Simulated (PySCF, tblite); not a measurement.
# C₂₂H₁₂: electronic excitations

Aim: compute the electronic excitations of C₂₂H₁₂ (`c1cc2ccc3cc4cccc5ccc6cc(c1)c2c3c6c54`).

Computed with tblite 0.8.0 and PySCF 2.14.0 and routines of our own; the level stands in each step. Atoms count from 0.

## Step 1: The starting structure

34 atoms, charge 0, multiplicity 1; geometry from: GFN2-xTB.

## Step 2: Md: GFN2-xTB Langevin dynamics

Job settings and geometry (Å):

```
{"job": {"kind": "md", "xc": "GFN2-xTB", "basis": "xTB", "temperature": 600, "steps": 1000, "every": 50, "frames": 3}, "charge": 0, "multiplicity": 1}
C      4.510834     0.874879    -0.008227
C      4.241058    -0.487220     0.065942
C      2.931695    -0.951411     0.091812
C      2.616091    -2.344674     0.169671
C      1.337694    -2.776828     0.195106
C      0.239138    -1.861468     0.142466
C     -1.073956    -2.284204     0.165429
C     -2.145465    -1.372918     0.113983
C     -3.488070    -1.791712     0.136066
C     -4.511271    -0.874631     0.084432
C     -4.242026     0.487551     0.008092
C     -2.932696     0.952324    -0.017249
C     -2.617126     2.345644    -0.095452
C     -1.338742     2.778540    -0.119598
C     -0.239755     1.863603    -0.067221
C      1.073586     2.285963    -0.090457
C      2.145230     1.374574    -0.039067
C      3.488184     1.792650    -0.060049
C      1.864748    -0.017050     0.038779
C      0.527955    -0.464092     0.063777
C     -0.528495     0.466238     0.011524
C     -1.865204     0.018702     0.036103
H      5.537933     1.210302    -0.026594
H      5.056185    -1.195799     0.103814
H      3.437450    -3.046469     0.209843
H      1.112374    -3.832318     0.255181
H     -1.293287    -3.341504     0.223638
H     -3.706121    -2.848523     0.195761
H     -5.537900    -1.211507     0.102247
H     -5.057351     1.195849    -0.031737
H     -3.438762     3.046943    -0.136381
H     -1.112950     3.833991    -0.179515
H      1.293472     3.343074    -0.149750
H      3.707481     2.849254    -0.118603
```

Method: GFN2-xTB Langevin dynamics, gas phase.

Launch:

```sh
OMP_NUM_THREADS=1 python large_run.py task.json out
```

The driver reads the jobs from task.json and runs them one after another.

The program printed:

```text
t/fs     T/K      E/eV
    0.0   473.6  -1449.75889
   25.0   271.3  -1448.46992
   50.0   323.4  -1448.03758
   75.0   428.6  -1447.95363
  100.0   484.2  -1448.16789
  125.0   363.5  -1447.36115
  150.0   463.9  -1447.34104
  175.0   450.3  -1447.37936
  200.0   597.7  -1447.86183
  225.0   649.4  -1447.50331
  250.0   584.2  -1446.67883
  275.0   576.8  -1446.61145
  300.0   503.6  -1446.44927
  325.0   521.7  -1446.62038
  350.0   588.7  -1446.95885
  375.0   622.6  -1446.53784
  400.0   664.6  -1446.99534
  425.0   645.3  -1447.67427
  450.0   509.7  -1446.80584
  475.0   702.9  -1447.19109
  500.0   706.3  -1447.31550
```

It took 46 s on 1 thread of Arm Neoverse N1, shared host; peak memory 0.19 GiB.

## Step 3: Electronic excitations: TDA B3LYP/6-31G*

Job settings and geometry (Å):

```
{"job": {"kind": "uv", "basis": "6-31G*", "grid": 1, "kgrid": 0, "vcut": 1.5, "nstates": 5, "ntriplets": 0, "tda": true, "delta": [], "pop": false, "xc": "B3LYP", "pol": false}, "charge": 0, "multiplicity": 1}
C      4.277900     1.004000     0.394300
C      4.207500    -0.379300     0.302700
C      2.921800    -0.969000     0.209200
C      2.566800    -2.253500     0.279100
C      1.298700    -2.736500     0.310900
C      0.129900    -1.868500     0.210400
C     -1.129700    -2.426300     0.421900
C     -2.216200    -1.582000     0.239500
C     -3.517500    -2.087200     0.243600
C     -4.583600    -1.243000     0.064900
C     -4.401300     0.122500    -0.113600
C     -3.111500     0.618900    -0.153300
C     -2.869200     2.003800    -0.539800
C     -1.639800     2.636500    -0.522200
C     -0.453400     1.781700    -0.408900
C      0.890800     2.262400    -0.495700
C      1.924000     1.371600    -0.350800
C      3.191500     1.849500    -0.019400
C      1.794900    -0.058100    -0.091700
C      0.432500    -0.514500     0.041400
C     -0.692800     0.390500    -0.144500
C     -1.996100    -0.157100     0.028500
H      5.288400     1.369100     0.503800
H      5.163800    -0.995600     0.528100
H      3.285000    -3.008300     0.345600
H      1.067700    -3.795900     0.423200
H     -1.259400    -3.390000     0.564300
H     -3.646500    -3.141300     0.424200
H     -5.560000    -1.679100     0.150600
H     -5.159700     0.789600    -0.641300
H     -3.687200     2.667900    -0.813600
H     -1.333000     3.703200    -0.798100
H      0.932100     3.328200    -0.501000
H      3.459900     2.837500    -0.218000
```

Method: TDA B3LYP/6-31G*, vertical, gas phase, core orbitals frozen in the response, virtual orbitals cut by energy.

The program printed:

```text
start: PBE on a coarse grid of 29504 points
cycle   1  E = -844.5529537825  dE =  3.866e+00  |g| = 7.434e-01  |ddm| = 7.437e+00
cycle   2  E = -844.4752473568  dE =  7.771e-02  |g| = 9.009e-01  |ddm| = 2.507e+00
cycle   3  E = -844.6518923101  dE = -1.766e-01  |g| = 4.198e-01  |ddm| = 1.864e+00
cycle   4  E = -844.7120520310  dE = -6.016e-02  |g| = 1.512e-01  |ddm| = 8.249e-01
cycle   5  E = -844.7192548172  dE = -7.203e-03  |g| = 6.897e-02  |ddm| = 2.948e-01
cycle   6  E = -844.7206413929  dE = -1.387e-03  |g| = 2.300e-02  |ddm| = 1.265e-01
cycle   7  E = -844.7207755657  dE = -1.342e-04  |g| = 1.128e-02  |ddm| = 4.200e-02
cycle   8  E = -844.7208090611  dE = -3.350e-05  |g| = 2.748e-03  |ddm| = 1.537e-02
final grid: 130213 points
cycle   9  E = -845.5290670300  dE = -6.611e-03  |g| = 2.216e-02  |ddm| = 3.926e-01
cycle  10  E = -845.5290673243  dE = -2.942e-07  |g| = 2.408e-02  |ddm| = 1.138e-01
cycle  11  E = -845.5292107226  dE = -1.434e-04  |g| = 9.318e-03  |ddm| = 5.280e-02
cycle  12  E = -845.5292343018  dE = -2.358e-05  |g| = 3.193e-03  |ddm| = 1.657e-02
cycle  13  E = -845.5292344881  dE = -1.863e-07  |g| = 2.055e-03  |ddm| = 7.009e-03
cycle  14  E = -845.5292367623  dE = -2.274e-06  |g| = 5.024e-04  |ddm| = 3.455e-03
cycle  15  E = -845.5292361962  dE =  5.661e-07  |g| = 1.569e-04  |ddm| = 8.469e-04
cycle  16  E = -845.5292376541  dE = -1.458e-06  |g| = 6.237e-05  |ddm| = 3.240e-04
converged SCF energy = -845.5292376541

Singlet excitations
state   eV       nm        f      main configurations
  1   2.9194    424.7   0.41432   H->L 0.79
  2   3.0934    400.8   0.02712   H-1->L 0.46, H->L+1 0.46
  3   3.3678    368.1   0.01938   H-2->L 0.58, H->L+2 0.29, H-1->L 0.09
  4   3.5031    353.9   0.02061   H->L+2 0.41, H->L+1 0.29, H-1->L 0.22
  5   4.1358    299.8   0.03310   H-3->L 0.49, H->L+3 0.37
```

It took 59 s on 1 thread of Arm Neoverse N1, shared host; peak memory 0.66 GiB.

The orbitals next to the gap, with their largest atomic shares:

| orbital | eV | atoms |
| --- | --- | --- |
| HOMO−4 | -7.32 | C13 16 %, C19 13 %, C18 9 % |
| HOMO−3 | -6.98 | C5 12 %, C17 10 %, C20 9 % |
| HOMO−2 | -6.32 | C21 14 %, C19 12 %, C9 10 % |
| HOMO−1 | -6.02 | C18 20 %, C12 11 %, C4 11 % |
| HOMO | -4.79 | C17 13 %, C6 13 %, C15 12 % |
| LUMO | -2.20 | C15 13 %, C6 12 %, C17 12 % |
| LUMO+1 | -0.88 | C18 16 %, C0 10 %, C12 10 % |
| LUMO+2 | -0.63 | C21 14 %, C19 10 %, C13 10 % |
| LUMO+3 | 0.12 | C20 13 %, C5 11 %, C12 8 % |

With each of the 5 states as a Gaussian band of 0.4 eV half-width at 1/e, the curve within the window shown has maxima at 422 nm (ε 18,000), 307 nm (ε 1,500) L/(mol cm). Beyond the last state computed it falls off for lack of states. The curve at chosen wavelengths:

```csv
nm,ε (L/mol/cm)
280,768
290,1195
300,1428
311,1454
321,1470
331,1708
341,2338
351,3491
362,5470
372,7896
382,10709
392,13529
402,15911
413,17584
423,18043
433,17512
443,16178
453,14309
464,11964
474,9821
484,7835
494,6097
504,4645
515,3371
525,2478
535,1798
```

Ground-state properties from the same run:

| property | computed |
| --- | --- |
| dipole moment (D) | 0.27 |
| HOMO–LUMO gap (eV) | 2.60 |
| −ε(HOMO) (eV) | 4.79 |

## Step 4: Electronic excitations: TDA B3LYP/6-31G*

Job settings and geometry (Å):

```
{"job": {"kind": "uv", "basis": "6-31G*", "grid": 1, "kgrid": 0, "vcut": 1.5, "nstates": 5, "ntriplets": 0, "tda": true, "delta": [], "pop": false, "xc": "B3LYP", "pol": false}, "charge": 0, "multiplicity": 1}
C      3.885900     1.410600     0.424800
C      3.834800     0.111100     0.820300
C      2.532200    -0.496100     0.850200
C      2.440800    -1.877500     1.075300
C      1.206000    -2.549700     1.010800
C      0.087400    -1.808600     0.666600
C     -1.171400    -2.421000     0.534600
C     -2.398200    -1.763000     0.282200
C     -3.726100    -2.354800     0.478500
C     -4.842000    -1.537800     0.602300
C     -4.581400    -0.183900     0.219900
C     -3.370100     0.332100    -0.192400
C     -3.305200     1.645800    -0.732100
C     -1.967900     2.168300    -0.783100
C     -0.839800     1.528500    -0.156800
C      0.406100     2.195100    -0.155400
C      1.542000     1.681800     0.319400
C      2.748800     2.237400     0.059000
C      1.432700     0.223800     0.577700
C      0.211200    -0.417300     0.479300
C     -0.939000     0.200600     0.078100
C     -2.176500    -0.361700     0.052600
H      4.836100     1.828700     0.293800
H      4.553600    -0.673700     1.103400
H      3.325500    -2.374100     1.340800
H      1.190400    -3.587300     1.354900
H     -1.255500    -3.427300     0.849700
H     -3.754100    -3.419800     0.671900
H     -5.818600    -1.872100     0.703100
H     -5.563800     0.400400     0.210300
H     -4.242600     1.932500    -1.124100
H     -1.832700     3.140400    -1.289900
H      0.462100     3.260400    -0.472100
H      2.656200     3.026500    -0.574400
```

With the program's defaults for keys left out, this is: TDA B3LYP/6-31G*, vertical, gas phase, core orbitals frozen in the response, virtual orbitals cut by energy.

The program printed:

```text
start: PBE on a coarse grid of 29456 points
cycle   1  E = -844.5059051699  dE =  4.270e+00  |g| = 7.461e-01  |ddm| = 8.030e+00
cycle   2  E = -844.4117179250  dE =  9.419e-02  |g| = 9.223e-01  |ddm| = 2.742e+00
cycle   3  E = -844.5669767611  dE = -1.553e-01  |g| = 5.234e-01  |ddm| = 2.384e+00
cycle   4  E = -844.6637225150  dE = -9.675e-02  |g| = 1.804e-01  |ddm| = 1.169e+00
cycle   5  E = -844.6736320786  dE = -9.910e-03  |g| = 8.990e-02  |ddm| = 4.283e-01
cycle   6  E = -844.6761346711  dE = -2.503e-03  |g| = 2.232e-02  |ddm| = 1.559e-01
cycle   7  E = -844.6762117768  dE = -7.711e-05  |g| = 1.623e-02  |ddm| = 5.895e-02
cycle   8  E = -844.6762920244  dE = -8.025e-05  |g| = 4.575e-03  |ddm| = 2.851e-02
final grid: 130011 points
cycle   9  E = -845.4835671996  dE = -6.774e-03  |g| = 2.383e-02  |ddm| = 4.458e-01
cycle  10  E = -845.4834414731  dE =  1.257e-04  |g| = 3.238e-02  |ddm| = 1.297e-01
cycle  11  E = -845.4837099081  dE = -2.684e-04  |g| = 1.282e-02  |ddm| = 6.989e-02
cycle  12  E = -845.4837568887  dE = -4.698e-05  |g| = 4.003e-03  |ddm| = 2.350e-02
cycle  13  E = -845.4837603953  dE = -3.507e-06  |g| = 3.277e-03  |ddm| = 1.082e-02
cycle  14  E = -845.4837628936  dE = -2.498e-06  |g| = 6.832e-04  |ddm| = 5.949e-03
cycle  15  E = -845.4837616175  dE =  1.276e-06  |g| = 1.538e-04  |ddm| = 1.347e-03
cycle  16  E = -845.4837610984  dE =  5.191e-07  |g| = 6.749e-05  |ddm| = 3.414e-04
converged SCF energy = -845.4837610984

Singlet excitations
state   eV       nm        f      main configurations
  1   2.8411    436.4   0.47288   H->L 0.79
  2   3.0888    401.4   0.01599   H->L+1 0.53, H-1->L 0.32, H->L+2 0.08
  3   3.1740    390.6   0.04413   H->L+2 0.45, H-2->L 0.34, H-1->L 0.09
  4   3.3722    367.7   0.00455   H-1->L 0.53, H->L+2 0.28, H->L+1 0.12
  5   3.9827    311.3   0.10908   H->L+3 0.38, H-3->L 0.32, H-2->L 0.17
```

It took 60 s on 1 thread of Arm Neoverse N1, shared host; peak memory 0.65 GiB.

## Step 5: Electronic excitations: TDA B3LYP/6-31G*

Job settings and geometry (Å):

```
{"job": {"kind": "uv", "basis": "6-31G*", "grid": 1, "kgrid": 0, "vcut": 1.5, "nstates": 5, "ntriplets": 0, "tda": true, "delta": [], "pop": false, "xc": "B3LYP", "pol": false}, "charge": 0, "multiplicity": 1}
C      4.134200     1.467500     0.918000
C      4.028700     0.133600     1.168500
C      2.765400    -0.536800     1.203000
C      2.611500    -1.879100     1.689600
C      1.482200    -2.559800     1.768200
C      0.297100    -1.931800     1.156200
C     -0.895000    -2.586800     0.835900
C     -2.072100    -1.903300     0.263100
C     -3.222500    -2.529300    -0.142100
C     -4.327400    -1.751200    -0.562600
C     -4.158400    -0.412000    -0.765900
C     -2.972000     0.262600    -0.498900
C     -2.917600     1.675400    -0.687100
C     -1.837300     2.338400    -0.208900
C     -0.670100     1.567100     0.285300
C      0.503900     2.322700     0.324400
C      1.769000     1.641400     0.450700
C      3.096600     2.245700     0.451500
C      1.599800     0.263000     0.783800
C      0.421100    -0.528400     0.672500
C     -0.726900     0.189100     0.444000
C     -1.886100    -0.484300     0.036400
H      5.184100     1.864600     0.919400
H      4.885200    -0.349000     1.725300
H      3.608900    -2.239400     1.988700
H      1.240700    -3.583800     1.915200
H     -0.913100    -3.614000     1.045400
H     -3.121000    -3.645500    -0.010900
H     -5.321900    -2.094200    -0.674800
H     -4.978500     0.193300    -1.079700
H     -3.757800     2.184500    -0.992300
H     -1.752600     3.470100    -0.275300
H      0.508900     3.368100     0.203100
H      2.942600     3.253300     0.271000
```

Method: TDA B3LYP/6-31G*, vertical, gas phase, core orbitals frozen in the response, virtual orbitals cut by energy.

The program printed:

```text
start: PBE on a coarse grid of 29487 points
cycle   1  E = -844.5496360702  dE =  3.804e+00  |g| = 7.386e-01  |ddm| = 7.284e+00
cycle   2  E = -844.4757008338  dE =  7.394e-02  |g| = 8.960e-01  |ddm| = 2.381e+00
cycle   3  E = -844.6864782631  dE = -2.108e-01  |g| = 2.948e-01  |ddm| = 1.670e+00
cycle   4  E = -844.7122265895  dE = -2.575e-02  |g| = 8.554e-02  |ddm| = 5.167e-01
cycle   5  E = -844.7134911643  dE = -1.265e-03  |g| = 5.703e-02  |ddm| = 1.974e-01
cycle   6  E = -844.7145446988  dE = -1.054e-03  |g| = 1.900e-02  |ddm| = 1.090e-01
cycle   7  E = -844.7146452110  dE = -1.005e-04  |g| = 1.057e-02  |ddm| = 3.952e-02
cycle   8  E = -844.7146791973  dE = -3.399e-05  |g| = 2.144e-03  |ddm| = 1.556e-02
final grid: 130250 points
cycle   9  E = -845.5257534408  dE = -6.669e-03  |g| = 2.166e-02  |ddm| = 3.748e-01
cycle  10  E = -845.5258062158  dE = -5.278e-05  |g| = 1.955e-02  |ddm| = 9.967e-02
cycle  11  E = -845.5259081543  dE = -1.019e-04  |g| = 6.129e-03  |ddm| = 4.232e-02
cycle  12  E = -845.5259129245  dE = -4.770e-06  |g| = 3.693e-03  |ddm| = 1.385e-02
cycle  13  E = -845.5259182380  dE = -5.313e-06  |g| = 1.187e-03  |ddm| = 6.549e-03
cycle  14  E = -845.5259207632  dE = -2.525e-06  |g| = 3.773e-04  |ddm| = 2.001e-03
cycle  15  E = -845.5259185213  dE =  2.242e-06  |g| = 1.809e-04  |ddm| = 8.055e-04
cycle  16  E = -845.5259195493  dE = -1.028e-06  |g| = 3.119e-05  |ddm| = 2.962e-04
converged SCF energy = -845.5259195493

Singlet excitations
state   eV       nm        f      main configurations
  1   2.9349    422.4   0.28841   H->L 0.82
  2   3.2910    376.7   0.00419   H-1->L 0.48, H->L+1 0.45
  3   3.5464    349.6   0.04410   H-2->L 0.53, H->L+2 0.34
  4   3.7126    334.0   0.00989   H->L+2 0.38, H-2->L 0.21, H->L+1 0.20
  5   4.1873    296.1   0.00430   H-3->L 0.53, H->L+3 0.44
```

Wall time 62 s (1 thread of Arm Neoverse N1, shared host); peak memory 0.65 GiB.

## Step 6: Outcome

| quantity | value |
| --- | --- |
| lowest singlet (B3LYP/6-31G*, 125 fs) | 2.92 eV (425 nm), f = 0.414 |

**Reading.** In the first frame run (125 fs): The first singlet state (HOMO→LUMO 0.79) lies at 2.92 eV and is bright. State 1 absorbs in the visible (425 nm).
